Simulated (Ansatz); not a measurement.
I need a rigid scan of one bond angle of CH₃NSSi, SMILES N=C1[SiH2]S1. Use Ansatz 0.2.0 through its Python package. Level of theory (for the species named): Hartree-Fock, cc-pVDZ basis, multiplicity 1.

```yaml
atoms:
  - { symbol: N, position_ang: [-1.4568, 0.5999, -0.7633] }
  - { symbol: C, position_ang: [-0.5256, 0.0443, -0.2181] }
  - { symbol: Si, position_ang: [1.0528, 0.4454, 0.2677] }
  - { symbol: S, position_ang: [-0.3895, -1.5141, 0.2744] }
  - { symbol: H, position_ang: [-2.2659, -0.0494, -0.8793] }
  - { symbol: H, position_ang: [2.2335, -0.1218, -0.4686] }
  - { symbol: H, position_ang: [1.4127, 0.5277, 1.7415] }
```

`bend_ch3nssi.py`:
```python
'''Energy of CH3NSSi against one bond angle.'''

import ansatz as az
from ase import Atoms

atoms = Atoms(['N', 'C', 'Si', 'S', 'H', 'H', 'H'], positions=[
    [-1.4568, 0.5999, -0.7633],
    [-0.5256, 0.0443, -0.2181],
    [1.0528, 0.4454, 0.2677],
    [-0.3895, -1.5141, 0.2744],
    [-2.2659, -0.0494, -0.8793],
    [2.2335, -0.1218, -0.4686],
    [1.4127, 0.5277, 1.7415],
])

# relax first, so that the scan starts from a minimum
first = (
    az.Crystal.molecule_from_ase(atoms).calculation()
    .basis(gaussian='cc-pVDZ')
    .functional('HF')
    .relax(force_tolerance=0.02, max_steps=80)
)
atoms.positions = first.run(threads=1, pin='off').report['positions_ang']

rows = []
for angle in [85, 95, 105, 115, 125, 140, 160]:
    bent = atoms.copy()
    bent.set_angle(1, 0, 4, angle, indices=[4])
    setup = az.Crystal.molecule_from_ase(bent).calculation()
    setup = setup.basis(gaussian='cc-pVDZ')
    setup = setup.functional('HF')
    rows.append((angle, setup.run(threads=1, pin='off').report['free_energy_ev']))
floor = min(e for _, e in rows)
for angle, e in rows:
    print(f'angle C1-N0-H4 = {angle:3d} deg   {1000 * (e - floor):9.1f} meV')
```

```console
$ python bend_ch3nssi.py
angle C1-N0-H4 =  85 deg       742.7 meV
angle C1-N0-H4 =  95 deg       277.2 meV
angle C1-N0-H4 = 105 deg        41.8 meV
angle C1-N0-H4 = 115 deg         0.0 meV
angle C1-N0-H4 = 125 deg       110.5 meV
angle C1-N0-H4 = 140 deg       461.9 meV
angle C1-N0-H4 = 160 deg      1017.4 meV
```

The scan is rigid, and the energies are electronic, in a modest basis. The zero is the lowest point of the grid, which needn't be the minimum. The whole script took 24 s on 1 thread of Arm Neoverse V1, with other jobs on the host, peak memory 0.22 GiB.
